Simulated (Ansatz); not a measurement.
Working through vertical energies of changing the electron count of AlH3OS2, SMILES [OH][Al]([SH])[SH]

Program: Ansatz's Python interface.

At the Python prompt:
```pycon
>>> import ansatz
>>> def single_point(molecule, charge=0, unpaired=0):
...     calc = (
...         molecule.calculation()
...         .basis(gaussian="6-31G*")
...         .functional("b3lyp")
...         .scf(lower_state_search="standard")
...     )
...     if charge:
...         calc = calc.charge(charge)
...     if unpaired:
...         calc = calc.spin("collinear", total=unpaired)
...     return calc.run(threads=1).report["free_energy_ev"]
...
>>> system = (
...     ansatz.Crystal.molecule()
...     .atom("O", [-1.9435, 0.0267, 0.2748])
...     .atom("Al", [-0.2604, -0.4973, 0.0797])
...     .atom("S", [1.054, -0.6333, 1.8868])
...     .atom("S", [0.626, -1.0173, -1.9721])
...     .atom("H", [-1.9408, 1.0476, 0.1386])
...     .atom("H", [1.5218, 0.7097, 1.74])
...     .atom("H", [1.0042, 0.2959, -2.1935])
... )
>>> # delta-SCF style differences, no relaxation
>>> parent = single_point(system, 0, 0)
>>> cation = single_point(system, 1, 1)
>>> print(f"E(N)   = {parent:.5f} eV")
E(N)   = -30366.42435 eV
>>> print(f"E(N-1) = {cation:.5f} eV  (1 unpaired)")
E(N-1) = -30357.32810 eV  (1 unpaired)
>>> print(f"vertical ionisation energy {cation - parent:.3f} eV")
vertical ionisation energy 9.096 eV
```

At this unrelaxed geometry removing an electron costs 9.10 eV.

The settings weren't tested for convergence. The geometry is a force-field or estimated start, not a minimum of this method, and the basis set is short of its limit. All parts are taken at fixed geometry, without zero-point energy. At an unrelaxed start these energies can be a whole eV from those at the minimum, and a small affinity can change sign. b3lyp holds the VWN-RPA fit, as in Gaussian; the form of ORCA and Turbomole is b3lyp5. Run time: 9.1 s on 1 thread of Arm Neoverse V2, with other jobs on the host, peak memory 0.26 GiB.
